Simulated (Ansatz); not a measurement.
**ClH3OSi + HF: a complex and its separated parts**

Aim: how far the complex at one end of a reaction step lies below its separated, relaxed parts, level by level.

The runs use Ansatz 0.2.0, Gaussian basis; PBE0-D4/def2-TZVP structures, single points in def2-TZVPP, no counterpoise correction.

Levels: SPW92, PBE-D4, BLYP-D4, r2SCAN-D4, B97M-V, PBE0-D4, B3LYP-D4, r2SCAN0-D4, BHLYP-D4, CAM-B3LYP-D4, wB97X-V, wB97M-V, B2PLYP, PBE-QIDH, RPA on PBE, Hartree-Fock, MP2, CCSD, CCSD(T).

Cores are frozen in the correlated methods. B3LYP uses VWN-RPA correlation. B2PLYP carries no dispersion term here.

94 further runs of the same task are left out: 94 set aside as unsound or not needed. Runs told in other sessions of the task aren't counted.

**1. Where the work starts**

The complex: 8 atoms, charge 0, spin multiplicity 1.

Atoms are counted from 1 here; the program's logs count them from 0.

Bond lengths: Si1–H3 1.477 Å, Si1–H4 1.471 Å, Si1–O5 1.629 Å, Si1–Cl7 2.082 Å, F2–H6 0.929 Å, O5–H8 0.959 Å. Angles: H3–Si1–H4 114.3°, H3–Si1–O5 112.7°, H3–Si1–Cl7 105.3°, H4–Si1–O5 106.9°, H4–Si1–Cl7 107.5°, O5–Si1–Cl7 110.0°, Si1–O5–H8 119.2°.

Geometry (Å):

```
Si   -0.5933    0.1382    0.0253
F     2.0896   -1.9448    0.3304
H    -0.4975   -0.7067   -1.1830
H    -0.8365   -0.6085    1.2691
O    -1.7642    1.2655   -0.0875
H     2.1451   -1.0178    0.3174
Cl    1.2659    1.0581    0.1992
H    -1.8090    1.8159   -0.8710
```

Its parts: ClH3OSi holds atoms 1, 3, 4, 5, 7, 8; HF holds atoms 2, 6. Each part counts its atoms afresh in its own runs.

**2. Relaxing ClH3OSi alone**

relax-a/in.yaml reads:

```yaml
crystal:
  periodic: [false, false, false]
  atoms:
    - {symbol: Si, position_ang: [-0.593306, 0.138153, 0.025335]}
    - {symbol: H, position_ang: [-0.497496, -0.706660, -1.183000]}
    - {symbol: H, position_ang: [-0.836500, -0.608521, 1.269137]}
    - {symbol: O, position_ang: [-1.764212, 1.265523, -0.087517]}
    - {symbol: Cl, position_ang: [1.265896, 1.058102, 0.199229]}
    - {symbol: H, position_ang: [-1.808967, 1.815927, -0.870991]}
basis:
  gaussian: {orbitals: def2-TZVP}
hamiltonian: {xc: pbe0, dispersion: d4}
relax: {f_tol: 0.005, max_steps: 200}
```

Command:

```
ansatz run in.yaml --threads 4 --pin off --events-out ev --progress --plain --max-ram 9574MiB
```

After this run come: Relaxing HF alone; SPW92/def2-TZVPP; PBE-D4/def2-TZVPP; BLYP-D4/def2-TZVPP; r2SCAN-D4/def2-TZVPP; B97M-V/def2-TZVPP; PBE0-D4/def2-TZVPP; B3LYP-D4/def2-TZVPP; r2SCAN0-D4/def2-TZVPP; BHLYP-D4/def2-TZVPP; CAM-B3LYP-D4/def2-TZVPP; wB97X-V/def2-TZVPP; wB97M-V/def2-TZVPP; B2PLYP/def2-TZVPP; PBE-QIDH/def2-TZVPP; RPA on PBE/def2-TZVPP; CCSD(T)/def2-TZVPP; Vibrations of ClH3OSi; Vibrations of HF.

Before running it: what results should come out? Wanted: complex less parts, CCSD(T)/def2-TZVPP; with zero-point energy; largest T1 diagnostic.

**Answer**, as computed:

| quantity | value |
| --- | --- |
| complex less parts, CCSD(T)/def2-TZVPP | -3.3 kcal/mol |
| with zero-point energy | -2.1 kcal/mol |
| largest T1 diagnostic | 0.010 |

In words: At CCSD(T) the complex lies 3.3 kcal/mol below its parts. Among the functionals B2PLYP lands nearest to CCSD(T) (0.0 kcal/mol) and SPW92 farthest (-3.8 kcal/mol). PBE-QIDH is as near within the digits shown. By rung, the mean size of the error is: LDA 3.8, GGA 1.4, meta-GGA 0.8, hybrid 0.8, range-separated hybrid 0.9, double hybrid 0.0 kcal/mol. The double hybrids carry no dispersion term here, unlike the levels marked D4 or V. PBE-D4 gives a relative energy 1.6 kcal/mol too low, outside chemical accuracy (1 kcal/mol). No counterpoise was applied, and triple zeta lacks some correlation, so the CCSD(T) reference has a basis error of its own, and close matches with it are partly luck.
